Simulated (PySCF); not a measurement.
# Ge2PH7: NMR shifts at several levels of theory

Aim: compute the NMR shifts of Ge2PH7 (`[PH2][GeH2][GeH3]`) at several levels, and see how far they spread and what each costs.

Programs: PySCF 2.14.0, with density-fitted response routines of our own. Each step states its level of theory. These are calculated values for one molecule in the gas phase, unless marked as measured. Atoms are numbered from 0 throughout.

## 1. The starting structure

10 atoms, charge 0, multiplicity 1; geometry from: PBE0-D3(BJ)/def2-SVP.

Bonds of the start (Å): P0–Ge1 2.33, Ge1–Ge2 2.42, P0–H3 1.43, P0–H4 1.43, Ge1–H5 1.54, Ge1–H6 1.54, Ge2–H7 1.54, Ge2–H8 1.54, Ge2–H9 1.54.

## 2. Nuclear shieldings: PBE0/6-31G*

Job settings and geometry (Å):

```
{"job": {"kind": "nmr", "xc": "PBE0", "basis": "6-31G*", "pop": true}, "charge": 0, "multiplicity": 1}
P     -2.462840    -0.144691    -0.236646
Ge    -0.414129     0.962531    -0.400589
Ge     1.447182    -0.483973     0.160879
H     -2.020929    -1.255083    -1.022918
H     -2.124416    -0.786274     0.996237
H     -0.292424     1.487973    -1.845078
H     -0.462431     2.181074     0.542944
H      1.515240    -1.648404    -0.845097
H      1.226242    -1.067828     1.569175
H      2.793065     0.266222     0.140530
```

Method: GIAO PBE0/6-31G* NMR shielding, non-relativistic, gas phase.

Command:

```sh
OMP_NUM_THREADS=1 python probes_run.py task.json out
```

The driver reads the jobs from task.json and runs them one after another.

What it wrote:

```text
coarse grid: 38552 points
cycle   1  E = -4498.2934160681  dE = -1.324e+00  |g| = 4.568e-01  |ddm| = 2.795e+00
cycle   2  E = -4498.2891498680  dE =  4.266e-03  |g| = 4.978e-01  |ddm| = 5.252e-01
cycle   3  E = -4498.3142809108  dE = -2.513e-02  |g| = 1.830e-02  |ddm| = 3.179e-01
cycle   4  E = -4498.3143773419  dE = -9.643e-05  |g| = 9.232e-03  |ddm| = 4.514e-02
cycle   5  E = -4498.3144086162  dE = -3.127e-05  |g| = 1.904e-03  |ddm| = 1.608e-02
cycle   6  E = -4498.3144092802  dE = -6.640e-07  |g| = 4.140e-04  |ddm| = 2.201e-03
final grid: 75608 points
cycle   7  E = -4498.3143986914  dE = -2.487e-08  |g| = 4.287e-04  |ddm| = 1.365e-03
cycle   8  E = -4498.3143986881  dE =  3.334e-09  |g| = 4.733e-04  |ddm| = 7.371e-04
cycle   9  E = -4498.3143987183  dE = -3.019e-08  |g| = 3.375e-05  |ddm| = 3.704e-04
cycle  10  E = -4498.3143987184  dE = -1.219e-10  |g| = 1.770e-06  |ddm| = 2.263e-05
converged SCF energy = -4498.3143987184

GIAO shielding tensors (ppm)
atom      isotropic    diamagn.    paramagn.     s11        s22        s33       span
  0 P      606.592     966.234    -359.641    555.901    595.601    668.275    112.374
  1 Ge    1740.016    2759.057   -1019.041   1697.221   1737.965   1784.861     87.640
  2 Ge    1775.809    2760.112    -984.303   1751.670   1769.614   1806.145     54.475
  3 H       30.182      30.398      -0.215     24.857     28.270     37.419     12.562
  4 H       30.171      30.552      -0.381     24.674     28.475     37.364     12.690
  5 H       27.745      28.512      -0.768     21.002     22.731     39.500     18.498
  6 H       27.748      28.599      -0.851     20.887     22.795     39.560     18.673
  7 H       28.128      29.339      -1.211     21.593     23.408     39.383     17.790
  8 H       28.164      29.523      -1.359     21.564     23.573     39.357     17.793
  9 H       27.911      28.405      -0.494     20.997     22.495     40.241     19.244
```

It took 8.4 s on 1 thread of Arm Neoverse V1, shared host; peak memory 0.66 GiB.

Shifts follow as δ = σ(reference) − σ, with reference shieldings (ppm) from runs at the same level and on the same kind of geometry: 1H TMS 31.96, 31P H3PO4 376.2, 73Ge GeMe4 1541. The references are single molecules in the gas phase, so shifts against H2O, NH3, PH3, H3PO4 or CFCl3 are not on the usual liquid scales and can be off by tens of ppm. Atoms listed in one row are averaged.

```csv
atoms,environment,σ (ppm),δ (ppm)
"H5, H6","hydrogen on a germanium bonded to Ge, P",27.75,4.22
"H7, H8, H9",hydrogen on a germanium bonded to Ge,28.07,3.90
"H3, H4",hydrogen on a phosphorus bonded to Ge,30.18,1.79
P0,"phosphorus bonded to Ge, 2 H",606.6,-230.4
Ge1,"germanium bonded to Ge, P, 2 H",1740,-199
Ge2,"germanium bonded to Ge, 3 H",1776,-235
```

Charges from the same density, by scheme (e):

```csv
atoms,Mulliken,IAO,Hirshfeld,ESP fit
P0,-0.09,-0.05,-0.02,-0.32
Ge1,-0.06,0.18,0.14,0.26
Ge2,-0.13,0.16,0.16,-0.14
```

Mayer bond orders: P0–Ge1 0.96, Ge1–Ge2 0.95.

## 3. NMR shieldings: PBE0/def2-SVP

Same as in step 2 but for these lines:

```diff
@@ -1,2 +1,2 @@
-{"job": {"kind": "nmr", "xc": "PBE0", "basis": "6-31G*", "pop": true}, "charge": 0, "multiplicity": 1}
+{"job": {"kind": "nmr", "xc": "PBE0", "basis": "def2-SVP", "pop": true}, "charge": 0, "multiplicity": 1}
 P     -2.462840    -0.144691    -0.236646
```

Level: GIAO PBE0/def2-SVP NMR shielding, non-relativistic, gas phase.

What it wrote:

```text
coarse grid: 38552 points
cycle   1  E = -4498.2573720461  dE = -1.358e+00  |g| = 4.529e-01  |ddm| = 2.862e+00
cycle   2  E = -4498.2518167820  dE =  5.555e-03  |g| = 4.906e-01  |ddm| = 5.899e-01
cycle   3  E = -4498.2795161608  dE = -2.770e-02  |g| = 2.150e-02  |ddm| = 3.622e-01
cycle   4  E = -4498.2796503597  dE = -1.342e-04  |g| = 9.744e-03  |ddm| = 4.576e-02
cycle   5  E = -4498.2796837101  dE = -3.335e-05  |g| = 1.960e-03  |ddm| = 1.604e-02
cycle   6  E = -4498.2796843605  dE = -6.505e-07  |g| = 5.036e-04  |ddm| = 2.359e-03
final grid: 75608 points
cycle   7  E = -4498.2796621265  dE = -2.284e-08  |g| = 5.356e-04  |ddm| = 1.566e-03
cycle   8  E = -4498.2796621151  dE =  1.134e-08  |g| = 6.072e-04  |ddm| = 1.161e-03
cycle   9  E = -4498.2796621821  dE = -6.698e-08  |g| = 4.875e-05  |ddm| = 6.015e-04
cycle  10  E = -4498.2796621823  dE = -2.492e-10  |g| = 2.586e-06  |ddm| = 2.671e-05
converged SCF energy = -4498.2796621823

GIAO shielding tensors (ppm)
atom      isotropic    diamagn.    paramagn.     s11        s22        s33       span
  0 P      632.107     963.924    -331.817    576.124    625.553    694.645    118.521
  1 Ge    1688.897    2755.953   -1067.057   1630.502   1687.967   1748.221    117.719
  2 Ge    1722.544    2755.762   -1033.218   1689.933   1705.551   1772.147     82.214
  3 H       29.808      29.967      -0.159     24.503     27.842     37.079     12.576
  4 H       29.814      30.137      -0.323     24.353     28.057     37.033     12.680
  5 H       27.285      28.615      -1.330     20.698     22.229     38.928     18.231
  6 H       27.292      28.673      -1.380     20.570     22.308     38.999     18.428
  7 H       27.654      29.009      -1.355     21.278     22.927     38.755     17.477
  8 H       27.697      29.147      -1.450     21.255     23.105     38.730     17.475
  9 H       27.342      28.218      -0.876     20.551     21.940     39.535     18.983
```

Run time: 9.1 s. Hardware: 1 thread of Arm Neoverse V1, shared host; peak memory 0.75 GiB.

This run: δ P0 -246.2, Ge1 -231, Ge2 -264, H5 4.05, H7 3.78 ppm (means over like atoms).

## 4. Shielding tensors: PBE0/def2-TZVP

Same as in step 3 but for these lines:

```diff
@@ -1,2 +1,2 @@
-{"job": {"kind": "nmr", "xc": "PBE0", "basis": "def2-SVP", "pop": true}, "charge": 0, "multiplicity": 1}
+{"job": {"kind": "nmr", "xc": "PBE0", "basis": "def2-TZVP", "pop": true}, "charge": 0, "multiplicity": 1}
 P     -2.462840    -0.144691    -0.236646
```

With the program's defaults for keys left out, this is: GIAO PBE0/def2-TZVP NMR shielding, non-relativistic, gas phase.

What it wrote:

```text
coarse grid: 38552 points
cycle   1  E = -4498.8715044901  dE = -1.309e+00  |g| = 8.558e-01  |ddm| = 2.301e+00
cycle   2  E = -4498.8501280510  dE =  2.138e-02  |g| = 9.828e-01  |ddm| = 6.992e-01
cycle   3  E = -4498.9219163569  dE = -7.179e-02  |g| = 3.833e-02  |ddm| = 4.266e-01
cycle   4  E = -4498.9222391119  dE = -3.228e-04  |g| = 1.609e-02  |ddm| = 5.407e-02
cycle   5  E = -4498.9223212022  dE = -8.209e-05  |g| = 3.927e-03  |ddm| = 1.938e-02
cycle   6  E = -4498.9223235729  dE = -2.371e-06  |g| = 1.375e-03  |ddm| = 3.056e-03
final grid: 75608 points
cycle   7  E = -4498.9223325159  dE =  1.028e-08  |g| = 1.640e-03  |ddm| = 2.597e-03
cycle   8  E = -4498.9223323784  dE =  1.375e-07  |g| = 2.034e-03  |ddm| = 2.187e-03
cycle   9  E = -4498.9223328731  dE = -4.947e-07  |g| = 1.366e-04  |ddm| = 1.147e-03
cycle  10  E = -4498.9223328749  dE = -1.804e-09  |g| = 8.529e-06  |ddm| = 6.998e-05
cycle  11  E = -4498.9223328749  dE = -1.182e-11  |g| = 2.537e-06  |ddm| = 8.616e-06
converged SCF energy = -4498.9223328749

GIAO shielding tensors (ppm)
atom      isotropic    diamagn.    paramagn.     s11        s22        s33       span
  0 P      567.224     965.892    -398.668    504.306    558.929    638.437    134.131
  1 Ge    1614.008    2758.047   -1144.039   1558.195   1608.657   1675.173    116.978
  2 Ge    1661.279    2758.568   -1097.290   1632.113   1649.638   1702.086     69.973
  3 H       29.719      30.157      -0.439     24.581     27.890     36.685     12.103
  4 H       29.736      30.271      -0.535     24.447     28.101     36.659     12.212
  5 H       27.292      28.328      -1.036     20.851     22.201     38.826     17.975
  6 H       27.298      28.359      -1.060     20.717     22.286     38.892     18.175
  7 H       27.640      28.741      -1.101     21.324     22.942     38.653     17.329
  8 H       27.678      28.823      -1.145     21.299     23.116     38.620     17.321
  9 H       27.337      28.197      -0.860     20.616     21.921     39.475     18.860
```

Run time: 18 s. Hardware: 1 thread of Arm Neoverse V1, shared host; peak memory 0.9 GiB.

This run: δ P0 -286.3, Ge1 -240, Ge2 -288, H5 4.19, H7 3.93 ppm (means over like atoms).

## 5. Shielding tensors: PBE0/cc-pVDZ

Same as in step 4 but for these lines:

```diff
@@ -1,2 +1,2 @@
-{"job": {"kind": "nmr", "xc": "PBE0", "basis": "def2-TZVP", "pop": true}, "charge": 0, "multiplicity": 1}
+{"job": {"kind": "nmr", "xc": "PBE0", "basis": "cc-pVDZ", "pop": true}, "charge": 0, "multiplicity": 1}
 P     -2.462840    -0.144691    -0.236646
```

Method: GIAO PBE0/cc-pVDZ NMR shielding, non-relativistic, gas phase.

What it wrote:

```text
coarse grid: 38552 points
cycle   1  E = -4498.8360290958  dE = -1.279e+00  |g| = 1.965e-01  |ddm| = 5.264e+00
cycle   2  E = -4498.8375490304  dE = -1.520e-03  |g| = 1.628e-01  |ddm| = 9.142e-01
cycle   3  E = -4498.8455969769  dE = -8.048e-03  |g| = 2.646e-02  |ddm| = 5.271e-01
cycle   4  E = -4498.8458867742  dE = -2.898e-04  |g| = 4.324e-03  |ddm| = 8.941e-02
cycle   5  E = -4498.8458938912  dE = -7.117e-06  |g| = 1.202e-03  |ddm| = 1.439e-02
final grid: 75608 points
cycle   6  E = -4498.8458808537  dE = -1.039e-07  |g| = 1.153e-03  |ddm| = 7.424e-03
cycle   7  E = -4498.8458808849  dE = -3.123e-08  |g| = 1.123e-03  |ddm| = 6.762e-03
cycle   8  E = -4498.8458813276  dE = -4.427e-07  |g| = 5.222e-05  |ddm| = 3.308e-03
cycle   9  E = -4498.8458813285  dE = -9.068e-10  |g| = 5.698e-06  |ddm| = 1.821e-04
converged SCF energy = -4498.8458813285

GIAO shielding tensors (ppm)
atom      isotropic    diamagn.    paramagn.     s11        s22        s33       span
  0 P      628.372     966.306    -337.934    573.716    622.851    688.550    114.833
  1 Ge    1749.643    2755.339   -1005.697   1695.672   1748.422   1804.834    109.161
  2 Ge    1786.048    2755.691    -969.643   1755.379   1769.008   1833.756     78.377
  3 H       29.810      30.117      -0.307     24.512     27.863     37.056     12.544
  4 H       29.821      30.294      -0.473     24.364     28.081     37.018     12.654
  5 H       27.233      28.542      -1.309     20.581     22.118     38.999     18.418
  6 H       27.236      28.603      -1.367     20.453     22.192     39.063     18.609
  7 H       27.620      29.024      -1.404     21.180     22.851     38.830     17.650
  8 H       27.661      29.160      -1.499     21.156     23.025     38.802     17.646
  9 H       27.333      28.255      -0.923     20.548     21.820     39.630     19.082
```

Wall time 9.5 s (1 thread of Arm Neoverse V1, shared host); peak memory 0.62 GiB.

Key values: δ P0 -239.0, Ge1 -207, Ge2 -243, H5 4.06, H7 3.75 ppm (means over like atoms).

## 6. Nuclear shieldings: PBE0/cc-pVTZ

Same as in step 5 but for these lines:

```diff
@@ -1,2 +1,2 @@
-{"job": {"kind": "nmr", "xc": "PBE0", "basis": "cc-pVDZ", "pop": true}, "charge": 0, "multiplicity": 1}
+{"job": {"kind": "nmr", "xc": "PBE0", "basis": "cc-pVTZ", "pop": true}, "charge": 0, "multiplicity": 1}
 P     -2.462840    -0.144691    -0.236646
```

Level: GIAO PBE0/cc-pVTZ NMR shielding, non-relativistic, gas phase.

What it wrote:

```text
coarse grid: 38552 points
cycle   1  E = -4498.9721529126  dE = -1.301e+00  |g| = 5.415e-01  |ddm| = 5.152e+00
cycle   2  E = -4498.9690277243  dE =  3.125e-03  |g| = 5.278e-01  |ddm| = 1.070e+00
cycle   3  E = -4499.0024201584  dE = -3.339e-02  |g| = 4.143e-02  |ddm| = 5.641e-01
cycle   4  E = -4499.0029437336  dE = -5.236e-04  |g| = 1.249e-02  |ddm| = 1.006e-01
cycle   5  E = -4499.0029997984  dE = -5.606e-05  |g| = 2.770e-03  |ddm| = 2.539e-02
cycle   6  E = -4499.0030013453  dE = -1.547e-06  |g| = 9.231e-04  |ddm| = 4.572e-03
final grid: 75608 points
cycle   7  E = -4499.0029662770  dE = -4.823e-08  |g| = 9.888e-04  |ddm| = 4.061e-03
cycle   8  E = -4499.0029662395  dE =  3.752e-08  |g| = 1.103e-03  |ddm| = 2.542e-03
cycle   9  E = -4499.0029664516  dE = -2.121e-07  |g| = 7.088e-05  |ddm| = 1.333e-03
cycle  10  E = -4499.0029664523  dE = -6.430e-10  |g| = 5.964e-06  |ddm| = 8.421e-05
converged SCF energy = -4499.0029664523

GIAO shielding tensors (ppm)
atom      isotropic    diamagn.    paramagn.     s11        s22        s33       span
  0 P      594.882     967.203    -372.321    536.798    586.451    661.396    124.599
  1 Ge    1650.744    2755.514   -1104.770   1594.805   1646.492   1710.936    116.131
  2 Ge    1698.934    2755.701   -1056.767   1672.122   1688.651   1736.028     63.907
  3 H       29.684      30.091      -0.407     24.462     27.818     36.771     12.309
  4 H       29.699      30.248      -0.549     24.319     28.029     36.747     12.428
  5 H       27.246      28.541      -1.294     20.786     22.153     38.800     18.014
  6 H       27.251      28.593      -1.342     20.651     22.235     38.867     18.216
  7 H       27.609      29.096      -1.488     21.282     22.910     38.634     17.352
  8 H       27.648      29.212      -1.565     21.259     23.082     38.602     17.343
  9 H       27.312      28.412      -1.100     20.592     21.880     39.464     18.873
```

It took 26 s on 1 thread of Arm Neoverse V1, shared host; peak memory 1 GiB.

In short: δ P0 -275.1, Ge1 -235, Ge2 -283, H5 4.04, H7 3.77 ppm (means over like atoms).

## 7. Shielding tensors: PBE0/aug-cc-pVDZ

Same as in step 6 but for these lines:

```diff
@@ -1,2 +1,2 @@
-{"job": {"kind": "nmr", "xc": "PBE0", "basis": "cc-pVTZ", "pop": true}, "charge": 0, "multiplicity": 1}
+{"job": {"kind": "nmr", "xc": "PBE0", "basis": "aug-cc-pVDZ", "pop": true}, "charge": 0, "multiplicity": 1}
 P     -2.462840    -0.144691    -0.236646
```

Level: GIAO PBE0/aug-cc-pVDZ NMR shielding, non-relativistic, gas phase.

What it wrote:

```text
coarse grid: 38552 points
cycle   1  E = -4498.8398586268  dE = -1.280e+00  |g| = 2.069e-01  |ddm| = 5.759e+00
cycle   2  E = -4498.8415380124  dE = -1.679e-03  |g| = 1.677e-01  |ddm| = 1.051e+00
cycle   3  E = -4498.8493984476  dE = -7.860e-03  |g| = 3.007e-02  |ddm| = 5.465e-01
cycle   4  E = -4498.8497707498  dE = -3.723e-04  |g| = 5.058e-03  |ddm| = 9.945e-02
cycle   5  E = -4498.8497807046  dE = -9.955e-06  |g| = 1.147e-03  |ddm| = 1.781e-02
final grid: 75608 points
cycle   6  E = -4498.8497706716  dE = -1.420e-07  |g| = 1.100e-03  |ddm| = 9.978e-03
cycle   7  E = -4498.8497706853  dE = -1.366e-08  |g| = 1.086e-03  |ddm| = 6.646e-03
cycle   8  E = -4498.8497710676  dE = -3.823e-07  |g| = 6.627e-05  |ddm| = 3.280e-03
cycle   9  E = -4498.8497710690  dE = -1.382e-09  |g| = 7.582e-06  |ddm| = 2.307e-04
cycle  10  E = -4498.8497710690  dE =  1.819e-12  |g| = 2.507e-06  |ddm| = 2.480e-05
converged SCF energy = -4498.8497710690

GIAO shielding tensors (ppm)
atom      isotropic    diamagn.    paramagn.     s11        s22        s33       span
  0 P      630.139     968.176    -338.037    576.105    626.921    687.390    111.285
  1 Ge    1742.949    2761.453   -1018.504   1676.272   1742.798   1809.776    133.504
  2 Ge    1795.143    2763.093    -967.950   1756.370   1776.132   1852.927     96.557
  3 H       29.782      30.653      -0.870     24.531     27.909     36.907     12.376
  4 H       29.802      30.983      -1.181     24.400     28.123     36.882     12.482
  5 H       27.179      28.431      -1.252     20.657     22.094     38.787     18.130
  6 H       27.185      28.496      -1.311     20.528     22.176     38.852     18.324
  7 H       27.549      29.499      -1.949     21.158     22.852     38.637     17.479
  8 H       27.588      29.666      -2.078     21.128     23.034     38.601     17.473
  9 H       27.242      28.652      -1.411     20.471     21.791     39.463     18.992
```

Run time: 17 s. Hardware: 1 thread of Arm Neoverse V1, shared host; peak memory 0.96 GiB.

This run: δ P0 -258.1, Ge1 -229, Ge2 -281, H5 4.21, H7 3.94 ppm (means over like atoms).

## 8. Nuclear shieldings: PBE0/pcSseg-0

Same as in step 7 but for these lines:

```diff
@@ -1,2 +1,2 @@
-{"job": {"kind": "nmr", "xc": "PBE0", "basis": "aug-cc-pVDZ", "pop": true}, "charge": 0, "multiplicity": 1}
+{"job": {"kind": "nmr", "xc": "PBE0", "basis": "pcSseg-0", "pop": true}, "charge": 0, "multiplicity": 1}
 P     -2.462840    -0.144691    -0.236646
```

With the program's defaults for keys left out, this is: GIAO PBE0/pcSseg-0 NMR shielding, non-relativistic, gas phase.

What it wrote:

```text
coarse grid: 38552 points
cycle   1  E = -4493.6827242497  dE = -2.299e+00  |g| = 2.343e-01  |ddm| = 2.958e+00
cycle   2  E = -4493.6860050559  dE = -3.281e-03  |g| = 1.539e-01  |ddm| = 6.299e-01
cycle   3  E = -4493.6933837350  dE = -7.379e-03  |g| = 3.890e-02  |ddm| = 3.823e-01
cycle   4  E = -4493.6939311546  dE = -5.474e-04  |g| = 4.704e-03  |ddm| = 9.141e-02
cycle   5  E = -4493.6939390851  dE = -7.930e-06  |g| = 7.298e-04  |ddm| = 1.200e-02
final grid: 75608 points
cycle   6  E = -4493.6938928812  dE = -1.320e-07  |g| = 5.734e-04  |ddm| = 2.727e-03
cycle   7  E = -4493.6938929269  dE = -4.569e-08  |g| = 4.553e-04  |ddm| = 2.120e-03
cycle   8  E = -4493.6938929984  dE = -7.143e-08  |g| = 3.887e-05  |ddm| = 9.734e-04
cycle   9  E = -4493.6938929988  dE = -4.884e-10  |g| = 3.368e-06  |ddm| = 8.901e-05
converged SCF energy = -4493.6938929988

GIAO shielding tensors (ppm)
atom      isotropic    diamagn.    paramagn.     s11        s22        s33       span
  0 P      636.079     964.963    -328.884    588.197    618.426    701.613    113.416
  1 Ge    1819.308    2749.149    -929.841   1766.268   1813.064   1878.591    112.323
  2 Ge    1854.198    2750.265    -896.067   1825.790   1852.262   1884.541     58.751
  3 H       31.328      29.672       1.655     25.612     29.157     39.214     13.602
  4 H       31.344      29.551       1.793     25.459     29.404     39.168     13.708
  5 H       28.799      29.138      -0.339     21.690     24.090     40.616     18.927
  6 H       28.786      29.070      -0.284     21.591     24.115     40.652     19.061
  7 H       29.250      29.054       0.196     22.592     24.848     40.310     17.718
  8 H       29.304      29.043       0.261     22.605     25.027     40.280     17.675
  9 H       28.859      28.819       0.040     21.750     23.700     41.126     19.376
```

It took 5.2 s on 1 thread of Arm Neoverse V1, shared host; peak memory 0.56 GiB.

Key values: δ P0 -354.7, Ge1 -271, Ge2 -306, H5 4.04, H7 3.69 ppm (means over like atoms).

## 9. Side by side: NMR shifts

Shifts (ppm), means over like atoms, with basis size and wall time:

```csv
run,H5,H7,H3,P0,Ge1,Ge2,functions,time
PBE0/6-31G*,4.22,3.90,1.79,-230.4,-199,-235,96,8.4 s
PBE0/def2-SVP,4.05,3.78,1.53,-246.2,-231,-264,117,9.1 s
PBE0/def2-TZVP,4.19,3.93,1.75,-286.3,-240,-288,175,18 s
PBE0/cc-pVDZ,4.06,3.75,1.47,-239.0,-207,-243,107,9.5 s
PBE0/cc-pVTZ,4.04,3.77,1.60,-275.1,-235,-283,218,26 s
PBE0/aug-cc-pVDZ,4.21,3.94,1.60,-258.1,-229,-281,162,17 s
PBE0/pcSseg-0,4.04,3.69,1.50,-354.7,-271,-306,77,5.2 s
```

## 10. Summary of results

| quantity | value |
| --- | --- |
| 1H shifts against TMS (PBE0/6-31G*, means over atoms taken as alike) | 4.22, 3.90, 1.79 ppm |
| 31P shifts against H3PO4 (PBE0/6-31G*) | -230.4 ppm |
| 73Ge shifts against GeMe4 (PBE0/6-31G*) | -199, -235 ppm |
| range of the shift of P0 | -354.7 to -230.4 ppm |

In words: Single values in the summary come from the first run of each kind that ended normally (PBE0/6-31G*), which need not be the best level. At PBE0/6-31G*: The widest tensor belongs to P0: span 112 ppm, with a paramagnetic part of -360 ppm. In ppm, P0 moves most: its shift spreads over 124.3 ppm, from -354.7 (PBE0/pcSseg-0) to -230.4 (PBE0/6-31G*). Most of that comes from the computed reference, not from the atom's own shielding. Spin-orbit coupling is left out, which matters for shieldings and couplings at and beside the heavy atoms.
